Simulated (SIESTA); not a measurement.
Set up this calculation in SIESTA 5.4.2, as an ASE script.

```yaml
Task: single point
Functional: LDA-PZ
Potentials_or_basis: PseudoDojo 0.4 standard (LDA files)
Basis: DZP (energy shift 0.02 Ry)
Grid_cutoff: 500 Ry
Energy_shift: 0.02 Ry
k_mesh: 6 × 6 × 1
Occupations: fermi-dirac, width 0.05 eV
Spin: no spin polarisation
dipole_correction: yes
```

The structure of Bi lies in Bi.xyz:

```xyz
6
Lattice="4.5263885800 0.0000000000 0.0000000000 0.0000000000 4.6584121839 0.0000000000 0.0000000000 0.0000000000 21.5274874638" Properties=species:S:1:pos:R:3 pbc="T T T"
Bi     3.3947914350      0.7320004154      7.5000000000
Bi     1.1315971450      3.0544991566      7.5155393966
Bi     3.3947914350      0.5659926584     10.7550171028
Bi     1.1315971450      2.8884913996     10.7705564994
Bi     3.3947914350      0.3860269591     14.0119480672
Bi     1.1315971450      2.7085257003     14.0274874638
```

The slab is cut from a database's or a generator's crystal, which needn't be the stable form of the element.

The input as run:

run.py

```python
from ase.io import read
from ase.calculators.siesta import Siesta
from ase.units import Ry, GPa

atoms = read("Bi.xyz")

fdf = {
    'SCFMustConverge': False,
    'OccupationFunction': 'FD',
    'ElectronicTemperature': '0.05 eV',
    'Slab.DipoleCorrection': 'vacuum',
    'MaxSCFIterations': '120',
    'SCF.Mixer.Method': 'Pulay',
    'SCF.Mixer.Weight': '0.25',
    'SCF.Mixer.History': '8',
    'SCF.DM.Tolerance': '5.0e-05',
    'SCF.H.Tolerance': '1.0e-03 eV',
    'WriteForces': 'true',
    'Charge.Mulliken': 'end',
}
calc = Siesta(
    label="Bi",
    command="siesta < PREFIX.fdf > PREFIX.out",
    pseudo_path="pseudos",
    pseudo_qualifier="",
    xc=('LDA', 'PZ'),
    basis_set="DZP",
    mesh_cutoff=500 * Ry,
    energy_shift=0.02 * Ry,
    kpts=[6, 6, 1],
    spin="non-polarized",
    fdf_arguments=fdf,
)
atoms.calc = calc

print(f"energy = {atoms.get_potential_energy():.6f} eV")
free = atoms.get_potential_energy(force_consistent=True)
print(f"free energy = {free:.6f} eV")
print("forces (eV/A):")
print(atoms.get_forces(apply_constraint=False).round(6))
print("stress (GPa, Voigt order, tension positive):", (atoms.get_stress() / GPa).round(4))
```

Potentials or basis: PseudoDojo 0.4 standard (LDA files), DZP (energy shift 0.02 Ry).

Run with:

```console
$ python run.py
```

Results of the run:

```json
{"Largest force": "0.440 eV/Å", "Band gap on the k mesh": "none (metal or under the smearing width)"}
```

Caveat: semicore shells carry a single zeta, which can move pressures by several GPa and volumes by a few percent; spin-orbit coupling is left out, which moves the levels of the heavy elements; the basis of atomic orbitals isn't converged, which shifts pressures, moduli and gaps.

Wall time 25 s on 1 thread of Arm Neoverse V1, on a shared host, peak memory 0.35 GiB.
